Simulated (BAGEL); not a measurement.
# B3LYP/6-31G(d) (density fitting with qzvpp-jkfit, spherical functions) run of CH2GaNO (SMILES N#[C][GaH][OH])

What is the energy change on altering one bond length of CH2GaNO at B3LYP/6-31G* (density fitting with qzvpp-jkfit, spherical functions)? 

The calculation is run with BAGEL 1.2.2.

6 further runs of the same task are left out: 6 that didn't finish.

**1. Starting point**

CH2GaNO has 6 atoms, charge 0, and is taken as a singlet. SMILES: `N#[C][GaH][OH]`. The shape comes from GFN2-xTB, which is rough for such elements, and wasn't checked as a minimum. This is one conformer, not always the lowest.

Bond lengths: N1–C2 1.146 Å, C2–Ga3 1.985 Å, Ga3–O4 1.690 Å, Ga3–H5 1.540 Å, O4–H6 0.951 Å. Angles: N1–C2–Ga3 177.3°, C2–Ga3–O4 112.1°, C2–Ga3–H5 120.9°, O4–Ga3–H5 127.0°, Ga3–O4–H6 156.5°.

**2. The energy at B3LYP/6-31G(d) (density fitting with qzvpp-jkfit, spherical functions)**

File input.json:

```json
{ "bagel" : [

{
  "title" : "molecule",
  "basis" : "6-31gs.json",
  "df_basis" : "qzvpp-jkfit",
  "angstrom" : true,
  "geometry" : [
    { "atom" : "N", "xyz" : [    1.518790,   -1.865140,    1.378610 ] },
    { "atom" : "C", "xyz" : [    0.999460,   -1.077100,    0.727680 ] },
    { "atom" : "Ga", "xyz" : [    0.178360,    0.295220,   -0.447630 ] },
    { "atom" : "O", "xyz" : [   -1.410450,    0.651240,    0.004930 ] },
    { "atom" : "H", "xyz" : [    0.970070,    0.912550,   -1.616000 ] },
    { "atom" : "H", "xyz" : [   -2.256220,    1.083230,   -0.047590 ] }
  ]
},
{ "title" : "ks", "xc_func" : "b3lyp" },
{ "title" : "print", "file" : "orbitals.molden", "orbitals" : true }

]}
```

The basis set 6-31G* is read from a file made from the Basis Set Exchange's data (not shown).

On the command line:

```console
$ BAGEL_NUM_THREADS=1 BAGEL input.json > input.out
```

What it wrote:

```text
* using 1 threads per process

  ===============================================================
  ===============================================================

  *** Geometry ***

  { "atom" : "N", "xyz" : [      2.870097,     -3.524604,      2.605195 ] },
  { "atom" : "C", "xyz" : [      1.888706,     -2.035424,      1.375116 ] },
  { "atom" : "Ga", "xyz" : [      0.337052,      0.557885,     -0.845898 ] },
  { "atom" : "O", "xyz" : [     -2.665364,      1.230665,      0.009316 ] },
  { "atom" : "H", "xyz" : [      1.833167,      1.724470,     -3.053797 ] },
  { "atom" : "H", "xyz" : [     -4.263638,      2.047008,     -0.089932 ] },

  Number of auxiliary basis functions:      531

  Since a DF basis is specified, we compute 2- and 3-index integrals:
    o Being stored without compression. Storage requirement is 0.026 GB

  Number of basis functions:       78
  Number of electrons      :       54

    * METHOD: MOLECULE                             0.31

  *** Kohn-Sham DFT ***

    * Removing 9047 points whose weight is below 1.00e-10
    * Grid points: 80389

  === Nuclear Repulsion ===
   225.3869946721

       - DIIS with orbital gradients will be used.

  === KS iteration (b3lyp / 6-31gs.json) ===
      0      -2007.59735268          0.11098540           0.31
      1      -1706.71117636          0.22196328           0.30
      2      -1921.50734178          0.11826068           0.30
      3      -1974.32981119          0.21142254           0.30
      4      -1988.44127316          0.21292459           0.30
      5      -2007.29918461          0.32083698           0.30
      6      -2000.63484471          0.26918007           0.30
      7      -1937.39362720          0.24282416           0.30
      8      -2019.95759191          0.15197908           0.29
      9      -2093.16761188          0.04105244           0.30
     10      -2077.05752428          0.22151932           0.30
     11      -2082.07804666          0.20149863           0.30
     12      -2090.03934721          0.12578028           0.30
     13      -2082.83930439          0.20384782           0.30
     14      -2093.31327552          0.03661097           0.29
     15      -2088.46394015          0.09991060           0.30
     16      -2093.84696319          0.00910224           0.30
     17      -2093.85494520          0.00970937           0.30
     18      -2093.88407403          0.00314733           0.30
     19      -2093.88756211          0.00046816           0.30
     20      -2093.88763385          0.00025855           0.30
     21      -2093.88764667          0.00012264           0.30
     22      -2093.88765187          0.00002168           0.30
     23      -2093.88765204          0.00000643           0.30
     24      -2093.88765203          0.00000845           0.30
     25      -2093.88765205          0.00000101           0.30
     26      -2093.88765205          0.00000021           0.30
     27      -2093.88765205          0.00000009           0.30
     28      -2093.88765205          0.00000006           0.30
     29      -2093.88765205          0.00000002           0.30
     30      -2093.88765205          0.00000000           0.30
    * SCF iteration converged.

    * Permanent dipole moment:
           (    0.906802,    -1.272385,     1.014875) a.u.

    * METHOD: KS                                   9.63

    * METHOD: PRINT                                0.02

  ===============================================================
```

Run time: 10 s. Hardware: 1 thread of Arm Neoverse V1, shared host; peak memory 0.34 GiB.

**3. The distorted shape**

File calc.json:

```json
{ "bagel": [

{
  "title": "molecule",
  "basis": "6-31gs.json",
  "df_basis": "qzvpp-jkfit",
  "angstrom": true,
  "geometry": [
    { "atom": "N", "xyz": [       1.772517,      -1.994735,       1.394366 ] },
    { "atom": "C", "xyz": [       1.253187,      -1.206695,       0.743436 ] },
    { "atom": "Ga", "xyz": [       0.432087,       0.165625,      -0.431874 ] },
    { "atom": "O", "xyz": [      -1.156723,       0.521645,       0.020686 ] },
    { "atom": "H", "xyz": [       1.223797,       0.782955,      -1.600244 ] },
    { "atom": "H", "xyz": [      -2.256220,       1.083230,      -0.047590 ] }
  ]
},

{ "title": "ks", "xc_func": "b3lyp" },

{ "title": "print", "file": "orbitals.molden", "orbitals": true }

]}
```

The basis set 6-31G* is read from a file made from the Basis Set Exchange's data (not shown).

On the command line:

```console
$ BAGEL_NUM_THREADS=1 BAGEL calc.json > calc.out
```

What it wrote:

```text
* using 1 threads per process

  ===============================================================
  ===============================================================

  *** Geometry ***

  { "atom" : "N", "xyz" : [      3.349572,     -3.769503,      2.634970 ] },
  { "atom" : "C", "xyz" : [      2.368180,     -2.280323,      1.404890 ] },
  { "atom" : "Ga", "xyz" : [      0.816526,      0.312986,     -0.816124 ] },
  { "atom" : "O", "xyz" : [     -2.185890,      0.985766,      0.039091 ] },
  { "atom" : "H", "xyz" : [      2.312641,      1.479571,     -3.024023 ] },
  { "atom" : "H", "xyz" : [     -4.263638,      2.047008,     -0.089932 ] },

  Number of auxiliary basis functions:      531

  Since a DF basis is specified, we compute 2- and 3-index integrals:
    o Being stored without compression. Storage requirement is 0.026 GB

  Number of basis functions:       78
  Number of electrons      :       54

    * METHOD: MOLECULE                             0.31

  *** Kohn-Sham DFT ***

    * Removing 8700 points whose weight is below 1.00e-10
    * Grid points: 80736

  === Nuclear Repulsion ===
   223.6491721066

       - DIIS with orbital gradients will be used.

  === KS iteration (b3lyp / 6-31gs.json) ===
      0      -2007.68426599          0.10913809           0.31
      1      -1705.63949141          0.22058991           0.30
      2      -1921.06321816          0.11321760           0.30
      3      -1958.72131230          0.19496689           0.30
      4      -1983.24587721          0.19872090           0.31
      5      -1993.21450539          0.20212527           0.31
      6      -1987.53775881          0.21900416           0.31
      7      -1954.82728183          0.25891468           0.31
      8      -2019.53287502          0.14907414           0.31
      9      -2092.85440745          0.05204945           0.31
     10      -2075.43461714          0.26219676           0.31
     11      -2079.70423582          0.22476879           0.31
     12      -2085.90119576          0.19334563           0.31
     13      -2074.98350757          0.23929078           0.31
     14      -2091.15848087          0.07901540           0.30
     15      -2081.88092051          0.12311635           0.31
     16      -2093.06785299          0.04151605           0.31
     17      -2093.35511755          0.03662301           0.31
     18      -2093.81994447          0.00792825           0.31
     19      -2093.83768682          0.00365588           0.31
     20      -2093.84337604          0.00096872           0.31
     21      -2093.84360699          0.00029279           0.31
     22      -2093.84363810          0.00002962           0.31
     23      -2093.84363844          0.00000908           0.31
     24      -2093.84363847          0.00000357           0.30
     25      -2093.84363847          0.00000107           0.31
     26      -2093.84363848          0.00000053           0.31
     27      -2093.84363848          0.00000011           0.31
     28      -2093.84363848          0.00000005           0.31
     29      -2093.84363848          0.00000001           0.31
     30      -2093.84363848          0.00000001           0.30
    * SCF iteration converged.

    * Permanent dipole moment:
           (    1.070944,    -1.337941,     1.003173) a.u.

    * METHOD: KS                                   9.91

    * METHOD: PRINT                                0.02

  ===============================================================
```

Wall time 11 s (1 thread of Arm Neoverse V1, shared host); peak memory 0.34 GiB.

**4. Outcome**

At B3LYP/6-31G* (density fitting with qzvpp-jkfit, spherical functions):

| quantity | value |
| --- | --- |
| first shape: total energy | -2093.88765 Eh |
| first shape: dipole moment | 4.74 D |
| first shape: HOMO energy | -8.59 eV |
| first shape: LUMO energy | -1.97 eV |
| first shape: HOMO–LUMO gap | 6.63 eV |
| distorted shape: total energy | -2093.84364 Eh |
| distorted shape: dipole moment | 5.05 D |
| distorted shape: HOMO energy | -8.37 eV |
| distorted shape: LUMO energy | -1.87 eV |
| distorted shape: HOMO–LUMO gap | 6.50 eV |
| energy change with the O4–H6 bond stretched from 0.951 to 1.237 Å | 1.198 eV |

What this shows: With the O4–H6 bond stretched from 0.951 to 1.237 Å the energy rises by 1.20 eV (28 kcal/mol). The first shape isn't relaxed at this level, so the change isn't measured from a minimum.
